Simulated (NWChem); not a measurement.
# MP2/DGauss-DZVP run of SiHBrO (SMILES O[Si]Br)

What is the vertical ionisation energy of SiHBrO at MP2/DGauss-DZVP? 

The results are computed with NWChem 7.3.0.

**1. The structure to begin with**

SiHBrO: 4 atoms, total charge 0, spin state singlet. As SMILES, `O[Si]Br`. The shape is that of a PBE0-D4/def2-TZVP optimisation.

Bond lengths: O1–Si2 1.636 Å, Si2–Br3 2.289 Å, O1–H4 0.963 Å. Angles: O1–Si2–Br3 101.2°, Si2–O1–H4 120.7°.

**2. The energy at MP2/DGauss-DZVP**

File brhosi.nw:

```
start brhosi
memory stack 880 mb heap 220 mb global 1100 mb
charge 0
geometry units au noautosym nocenter noautoz
 O  -1.67278557  0.87891162 -0.85888052
 Si -1.11588328 -1.51102501  1.02007416
 Br  3.19855044 -1.37042939  1.30693459
 H  -0.30500180  1.88859229 -1.50648967
end
basis spherical bse
 * library DGauss-DZVP
end
scf
 thresh 1e-08
 maxiter 80
 noprint "final vectors analysis"
end
mp2
 freeze core 15
 tight
end
task mp2 energy
```

Started as:

```sh
$ nwchem brhosi.nw > brhosi.out
```

The log of the run:

```text
[...]
  functions       =    61
[...]
  wavefunction    = RHF
[...]
         Total SCF energy =  -2936.257344161872
      One-electron energy =  -4507.631108059521
      Two-electron energy =   1359.533749833950
 Nuclear repulsion energy =    211.840014063699
        Time for solution =      9.7s
[...]
          Total MP2 energy         -2936.626394172687
[...]
```

Wall time 12 s (1 thread of Intel Xeon 6975P-C (Granite Rapids), shared host); peak memory 0.13 GiB.

**3. The doublet cation, same level**

File geom.nw:

```
start geom
title "BrHOSi"
memory stack 880 mb heap 220 mb global 1100 mb
charge 1
geometry units angstroms noautosym nocenter noautoz
O    -0.885200    0.465100   -0.454500
Si   -0.590500   -0.799600    0.539800
Br    1.692600   -0.725200    0.691600
H    -0.161400    0.999400   -0.797200
end
basis spherical bse
* library DGauss-DZVP
end
scf
nopen 1
uhf
thresh 1e-08
maxiter 80
noprint "final vectors analysis"
end
mp2
freeze core 15
tight
end
task mp2 energy
```

Started as:

```sh
$ nwchem geom.nw > geom.out
```

The log of the run:

```text
[...]
  functions       =    61
[...]
  wavefunction    = UHF
[...]
         Total SCF energy =  -2935.923016756719
      One electron energy =  -4492.767171341455
      Two electron energy =   1345.004125103530
 Nuclear repulsion energy =    211.840029481206
                       Sz =      0.5000
                 Sz(Sz+1) =      0.7500
                      S^2 =      0.7834
[...]
          Total MP2 energy         -2936.271382640259
[...]
```

Run time: 19 s. Hardware: 1 thread of Intel Xeon 6975P-C (Granite Rapids), shared host; peak memory 0.12 GiB.

**4. What came out**

Level: MP2/DGauss-DZVP, 15 core orbitals frozen.

| quantity | value |
| --- | --- |
| singlet SiHBrO: total energy | -2936.62639 Eh |
| singlet SiHBrO: correlation energy (15 core orbitals frozen) | -369.1 mEh |
| doublet cation: total energy | -2936.27138 Eh |
| doublet cation: correlation energy (15 core orbitals frozen) | -348.4 mEh |
| doublet cation: ⟨S²⟩ of the reference determinant | 0.783 |
| vertical ionisation energy (to the doublet cation) | 9.660 eV |

Removing an electron at fixed nuclei costs 9.66 eV (223 kcal/mol). Mulliken charges (singlet SiHBrO) run from -0.86 on O1 to +0.80 on Si2; they depend strongly on the basis. Mulliken charges (doublet cation) run from -0.79 on O1 to +1.28 on Si2; they depend strongly on the basis.
